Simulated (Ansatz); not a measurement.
# BN: the cost of one run

Program: Ansatz 0.2.0. Level of theory: DFT LDA, frozen-core PAW, scalar-relativistic unless said. These are calculated values, not measurements.

The COD entry's cell or inner coordinates are ideal or old and differ from later refinements, so a difference from it is no clean test against experiment.

## 1. The structure to begin with

Symmetry: P6_3/mmc, No. 194, hexagonal system. The conventional cell has a = 2.498 Å, b = 2.498 Å, c = 6.636 Å, α = 90.00°, β = 90.00°, γ = 120.00°. B (site symmetry -6m2) is surrounded by 3 N at 1.44 Å. N (site symmetry -6m2) has 3 B at 1.44 Å as nearest neighbours.

Coordinates:

```
CELL_PARAMETERS angstrom
2.49824 0.00000 0.00000
-1.24912 2.16354 0.00000
0.00000 0.00000 6.63570
ATOMIC_POSITIONS crystal
B 0.33333 0.66667 0.25000
B 0.66667 0.33333 0.75000
N 0.33333 0.66667 0.75000
N 0.66667 0.33333 0.25000
```

Cartesian axes are those of the input's lattice vectors. The structure goes back to a database entry.

## 2. Cell and atoms relaxed, PAW

input.yaml reads:

```yaml
crystal:
  lattice:
    - [2.49824000002, 0.0, 0.0]
    - [-1.24912000001, 2.16353930477, 0.0]
    - [0.0, 0.0, 6.6357]
  atoms:
    - { symbol: B, position: [0.333333333333, 0.666666666667, 0.25] }
    - { symbol: B, position: [0.666666666667, 0.333333333333, 0.75] }
    - { symbol: "N", position: [0.333333333333, 0.666666666667, 0.75] }
    - { symbol: "N", position: [0.666666666667, 0.333333333333, 0.25] }
kpoints:
  mp_grid: { grid: [20, 20, 6] }
scf:
  occupations: { method: fermi_dirac, width: 0.1 }
hamiltonian:
  xc: lda
  pseudopotentials: { kind: paw }
relax:
  f_tol: 0.002
  max_steps: 80
  cell: {}
output:
  forces: true
  stress: true
```

Command:

```sh
ansatz run input.yaml --threads 1 --pin off --max-ram 3072MiB --backend cpu --events-out ev --progress --plain --runs-dir out
```

Q: Estimate wall time and peak memory on 1 thread of Intel Xeon Platinum 8488C (Sapphire Rapids), shared host.

About 20 s, with a peak of 0.41 GiB.
